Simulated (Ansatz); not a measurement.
# Sn: the cost of one run

Method: DFT LDA, scalar-relativistic, plane waves, PAW, in Ansatz 0.2.0.

## Step 1: Starting point

It takes space group I4_1/amd (No. 141, tetragonal). Conventional cell: a = 5.789 Å, b = 5.789 Å, c = 3.123 Å, α = 90.00°, β = 90.00°, γ = 90.00°. Around Sn (site symmetry -4m2) lie 6 Sn at 3.00 to 3.12 Å.

Structure file:

```xyz
2
Lattice="-2.8943 2.8943 1.5614 2.8943 -2.8943 1.5614 2.8943 2.8943 -1.5614" Properties=species:S:1:pos:R:3 pbc="T T T"
Sn    0.0000    0.0000    0.0000
Sn    0.0000    2.8943    0.7807
```

It is the result of an earlier relaxation at this level (volume 26.16 Å³/atom; gap on the mesh: none (metal)).

## Step 2: Bulk reference on the slab's mesh

Contents of input.yaml:

```yaml
crystal:
  lattice:
    - [3.1228666274, 0.0, 0.0]
    - [0.0, 5.7886545787, 0.0]
    - [1.5614333137, -2.8943272893, 2.8943272893]
  atoms:
    - { symbol: Sn, position: [0.0, 0.0, 0.0] }
    - { symbol: Sn, position: [0.75, 0.5, 0.0] }
basis:
  ecutwfc: 420
kpoints:
  mp_grid: { grid: [11, 6, 12] }
hamiltonian:
  xc: lda
scf:
  occupations: { method: gaussian, width: 0.1 }
output:
  forces: true
  stress: true
  eigenvalues: true
```

Run with:

```
> ansatz run input.yaml --threads 1 --pin off --max-ram 2560MiB --backend cpu --events-out ev --progress --plain --runs-dir out
```

Q: Estimate wall time and peak memory on 1 thread of Arm Neoverse V2, shared host.

About 12 s, with a peak of 0.43 GiB.
